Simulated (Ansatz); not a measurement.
Crystal: NaSb2Au.

```
Na Sb Au
1.0
     4.35730    0.00000    0.00000
    -2.17865    3.77354    0.00000
     0.00000    0.00000    6.81847
Na Sb Au
1 2 1
Direct
  0.00000 0.00000 0.50000
  0.66667 0.33333 0.81632
  0.33333 0.66667 0.18368
  0.00000 0.00000 0.00000
```

The cell was built by a generator and needn't be a form met in nature.

Program: Ansatz 0.2.0. Alike in all runs: task band structure; potentials or basis Ansatz PAW; cell as given; k mesh 5 × 5 × 3; smearing fermi-dirac 0.05 eV. Hardware: 2 threads of Arm Neoverse V2, with other jobs on the host.

Q: Order these runs on this cell by their wall time, lowest first.
A. level r2SCAN; spin SOC, no magnetisation; cutoff (eV) 500
B. level PBEsol; spin off; cutoff (eV) 420
C. level r2SCAN; spin off; cutoff (eV) 500

A: B (7.3 s), C (15 s), A (240 s).

Not every run made on this cell is shown here.
